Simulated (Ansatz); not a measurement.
# C8H20Si: a ladder of functionals and wavefunction methods

One table from this session's results is given with a row withheld; the runs are named, their logs left out.

The runs use Ansatz 0.2.0, Gaussian basis; functionals in def2-TZVPP, the program's frozen cores in correlated methods.

Levels to be run: LDA (SPW92), PBE-D4, revPBE-D4, BLYP-D4, r2SCAN-D4, B97M-V, PBE0-D4, B3LYP-D4, r2SCANh-D4, r2SCAN0-D4, HSE06-D4, BHLYP-D4, CAM-B3LYP-D4, LC-ωPBE, ωB97X-V, ωB97M-V, B2PLYP, PBE-QIDH; CCSD(T)/def2-SVP; CCSD(T)/def2-TZVPP; MP2/def2-QZVPP; extrapolation to the limit; RPA on PBE.

### The geometry

The geometry comes from an earlier relaxation with PBE0-D4 in a triple-zeta def2 set; it is a stationary point, not always the lowest conformer.

SMILES `CC[Si](CC)(CC)CC`, 29 atoms, charge 0, spin multiplicity 1.

Atoms are counted from 1 here; the program's logs count them from 0.

Bond lengths: C1–C2 1.526 Å, C1–H10 1.094 Å, C1–H11 1.093 Å, C1–H12 1.094 Å, C2–Si3 1.884 Å, C2–H13 1.096 Å, C2–H14 1.096 Å, Si3–C4 1.884 Å, Si3–C6 1.884 Å, Si3–C8 1.884 Å, C4–C5 1.526 Å, C4–H15 1.096 Å, C4–H16 1.096 Å, C5–H17 1.094 Å, C5–H18 1.094 Å, C5–H19 1.093 Å, C6–C7 1.526 Å, C6–H20 1.096 Å and more. Angles: C2–C1–H10 111.5°, C2–C1–H11 112.0°, C2–C1–H12 111.5°, H10–C1–H11 107.2°, H10–C1–H12 107.1°, H11–C1–H12 107.2°, C1–C2–Si3 114.6°, C1–C2–H13 110.1°, C1–C2–H14 110.1°, Si3–C2–H13 108.2°, Si3–C2–H14 108.2°, H13–C2–H14 105.3°, C2–Si3–C4 110.0°, C2–Si3–C6 108.4°, C2–Si3–C8 110.0°, C4–Si3–C6 110.0°, C4–Si3–C8 108.4°, C6–Si3–C8 110.0° and more.

Coordinates:

```
C     0.1979    0.8925   -2.7254
C     0.4834    1.2923   -1.2810
Si   -0.0044   -0.0002    0.0006
C    -1.8541   -0.3453   -0.1020
C    -2.7411    0.8720    0.1414
C     0.4344    0.6624    1.7093
C     0.0978   -0.2804    2.8606
C     0.9192   -1.6105   -0.3232
C     2.4393   -1.4902   -0.2743
H     0.7363   -0.0180   -3.0029
H     0.4940    1.6723   -3.4323
H    -0.8663    0.6978   -2.8846
H    -0.0365    2.2266   -1.0388
H     1.5499    1.5130   -1.1550
H    -2.0674   -0.7759   -1.0874
H    -2.0943   -1.1364    0.6181
H    -2.5710    1.3000    1.1332
H    -2.5451    1.6629   -0.5879
H    -3.8039    0.6245    0.0732
H    -0.0781    1.6219    1.8458
H     1.5043    0.9015    1.7186
H     0.6250   -1.2336    2.7652
H     0.3697    0.1446    3.8307
H    -0.9716   -0.5065    2.8940
H     0.6029   -1.9956   -1.2997
H     0.5763   -2.3537    0.4063
H     2.7823   -1.1388    0.7027
H     2.9322   -2.4473   -0.4659
H     2.8092   -0.7803   -1.0193
```

The first run:

Input file in.yaml:

```yaml
crystal:
  periodic: [false, false, false]
  atoms:
    - {symbol: C, position_ang: [0.197914, 0.892485, -2.725356]}
    - {symbol: C, position_ang: [0.483377, 1.292259, -1.280964]}
    - {symbol: Si, position_ang: [-0.004404, -0.000213, 0.000643]}
    - {symbol: C, position_ang: [-1.854129, -0.345274, -0.101969]}
    - {symbol: C, position_ang: [-2.741066, 0.871982, 0.141391]}
    - {symbol: C, position_ang: [0.434358, 0.662377, 1.709283]}
    - {symbol: C, position_ang: [0.097826, -0.280355, 2.860623]}
    - {symbol: C, position_ang: [0.919178, -1.610481, -0.323193]}
    - {symbol: C, position_ang: [2.439281, -1.490219, -0.274340]}
    - {symbol: H, position_ang: [0.736298, -0.017965, -3.002888]}
    - {symbol: H, position_ang: [0.494016, 1.672328, -3.432306]}
    - {symbol: H, position_ang: [-0.866298, 0.697757, -2.884648]}
    - {symbol: H, position_ang: [-0.036523, 2.226645, -1.038785]}
    - {symbol: H, position_ang: [1.549865, 1.513008, -1.154958]}
    - {symbol: H, position_ang: [-2.067441, -0.775908, -1.087396]}
    - {symbol: H, position_ang: [-2.094338, -1.136374, 0.618096]}
    - {symbol: H, position_ang: [-2.570996, 1.299961, 1.133223]}
    - {symbol: H, position_ang: [-2.545072, 1.662912, -0.587868]}
    - {symbol: H, position_ang: [-3.803932, 0.624455, 0.073175]}
    - {symbol: H, position_ang: [-0.078146, 1.621910, 1.845832]}
    - {symbol: H, position_ang: [1.504293, 0.901463, 1.718566]}
    - {symbol: H, position_ang: [0.625045, -1.233641, 2.765171]}
    - {symbol: H, position_ang: [0.369679, 0.144585, 3.830740]}
    - {symbol: H, position_ang: [-0.971557, -0.506458, 2.894018]}
    - {symbol: H, position_ang: [0.602864, -1.995571, -1.299745]}
    - {symbol: H, position_ang: [0.576335, -2.353674, 0.406275]}
    - {symbol: H, position_ang: [2.782323, -1.138780, 0.702719]}
    - {symbol: H, position_ang: [2.932232, -2.447256, -0.465869]}
    - {symbol: H, position_ang: [2.809221, -0.780258, -1.019274]}
basis:
  gaussian: {orbitals: def2-TZVPP}
hamiltonian: {xc: lda}
output: {orbitals: {seedname: orbitals}}
```

Command:

```console
$ ansatz run in.yaml --threads 4 --pin off --events-out ev --progress --plain --max-ram 46080MiB --backend cuda --devices 0, --max-vram 37GiB
```

Among the steps run: LDA; PBE-D4 (GGA); revPBE-D4 (GGA); BLYP-D4 (GGA); r2SCAN-D4 (meta-GGA); B97M-V (meta-GGA); PBE0-D4 (hybrid); B3LYP-D4 (hybrid); r2SCANh-D4 (hybrid); r2SCAN0-D4 (hybrid); HSE06-D4 (hybrid); BHLYP-D4 (hybrid); CAM-B3LYP-D4 (range-separated); LC-ωPBE (range-separated); ωB97X-V (range-separated); ωB97M-V (range-separated); B2PLYP (double hybrid); PBE-QIDH (double hybrid).

One of the session's tables, all rows but one given; the rest of the session is left out.

It belongs to the step «Frontier levels by functional». 

```
  functional  HOMO (eV)  LUMO (eV)  gap (eV)
 LDA (SPW92)      -6.46      -0.23      6.23
      PBE-D4      -6.38       0.00      6.38
   revPBE-D4      -6.34       0.14      6.48
     BLYP-D4      -6.29       0.04      6.33
   r2SCAN-D4      -6.63       0.62      7.26
      B97M-V      -6.72       0.06      6.79
     PBE0-D4      -7.65       0.79      8.44
    B3LYP-D4      -7.47       0.49      7.96
  r2SCANh-D4      -7.10       0.85      7.96
  r2SCAN0-D4      -7.82       1.18      9.00
    HSE06-D4          ?          ?         ?
    BHLYP-D4      -8.87       1.42     10.30
CAM-B3LYP-D4      -9.03       1.58     10.61
     LC-ωPBE     -10.35       2.88     13.23
     ωB97X-V     -10.03       2.61     12.64
     ωB97M-V      -9.89       2.22     12.11
```

Q: Estimate the row for HSE06-D4 from the others.

**Answer.** HOMO (eV): -7.25; LUMO (eV): 0.42; gap (eV): 7.67. In the column «HOMO (eV)» it lies between B3LYP-D4 (-7.47) and r2SCANh-D4 (-7.10).
